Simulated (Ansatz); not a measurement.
# H6N2Si: the cost of one run

Computed with Ansatz 0.2.0, Gaussian basis. Level: PBE0-D4/def2-TZVP structures, single points in def2-TZVPP, no counterpoise correction.

Levels: SPW92, PBE-D4, BLYP-D4, r2SCAN-D4, B97M-V, PBE0-D4, B3LYP-D4, r2SCAN0-D4, BHLYP-D4, CAM-B3LYP-D4, wB97X-V, wB97M-V, B2PLYP, PBE-QIDH, RPA on PBE, Hartree-Fock, MP2, CCSD, CCSD(T).

Correlated methods freeze the cores. B3LYP uses VWN-RPA correlation. B2PLYP carries no dispersion term here.

94 further runs of the same task are left out: 94 set aside as unsound or not needed. Runs told in other sessions of the task aren't counted.

## (1) Starting geometry

The complex: 12 atoms, charge 0, spin multiplicity 1.

Atoms are counted from 1 here; the program's logs count them from 0.

Bond lengths: Si1–H3 1.492 Å, Si1–H4 1.491 Å, Si1–N5 1.698 Å, Si1–N7 1.739 Å, O2–H6 0.975 Å, O2–H8 0.959 Å, N5–H9 1.004 Å, N5–H10 1.011 Å, N7–H11 1.010 Å, N7–H12 1.011 Å. Angles: H3–Si1–H4 108.0°, H3–Si1–N5 117.9°, H3–Si1–N7 102.5°, H4–Si1–N5 105.9°, H4–Si1–N7 116.1°, N5–Si1–N7 106.9°, H6–O2–H8 105.7°, Si1–N5–H9 122.3°, Si1–N5–H10 120.0°, H9–N5–H10 114.1°, Si1–N7–H11 117.3°, Si1–N7–H12 117.4°, H11–N7–H12 110.0°.

Coordinates:

```xyz
12
charge 0, multiplicity 1
Si    1.10293   -0.39123    0.20427
O    -2.21977    0.14522   -0.47178
H     1.14966   -1.55672   -0.72661
H     2.45115   -0.24224    0.82272
N     0.00156   -0.44854    1.49600
H    -1.35823    0.48510   -0.77680
N     0.59335    0.90435   -0.83807
H    -2.56191   -0.38099   -1.19676
H     0.26793   -0.75171    2.41573
H    -0.99009   -0.51193    1.31232
H     0.95308    0.90743   -1.78177
H     0.61044    1.84124   -0.45926
```

Its parts: SiN2H6 holds atoms 1, 3, 4, 5, 7, 9, 10, 11, 12; H2O holds atoms 2, 6, 8. Each part counts its atoms afresh in its own runs.

## (2) Relaxing SiN2H6 alone

relax-a/in.yaml

```yaml
crystal:
  periodic: [false, false, false]
  atoms:
    - {symbol: Si, position_ang: [1.102928, -0.391228, 0.204272]}
    - {symbol: H, position_ang: [1.149665, -1.556718, -0.726610]}
    - {symbol: H, position_ang: [2.451149, -0.242236, 0.822723]}
    - {symbol: N, position_ang: [0.001563, -0.448539, 1.495998]}
    - {symbol: N, position_ang: [0.593348, 0.904354, -0.838068]}
    - {symbol: H, position_ang: [0.267934, -0.751711, 2.415733]}
    - {symbol: H, position_ang: [-0.990093, -0.511932, 1.312319]}
    - {symbol: H, position_ang: [0.953076, 0.907434, -1.781771]}
    - {symbol: H, position_ang: [0.610438, 1.841239, -0.459256]}
basis:
  gaussian: {orbitals: def2-TZVP}
hamiltonian: {xc: pbe0, dispersion: d4}
relax: {f_tol: 0.005, max_steps: 200}
```

Run with:

```
ansatz run in.yaml --threads 4 --pin off --events-out ev --progress --plain --max-ram 9574MiB
```

**Question.** How long does this run take on 4 threads of Arm Neoverse V1, shared host?

About 9.5 s.
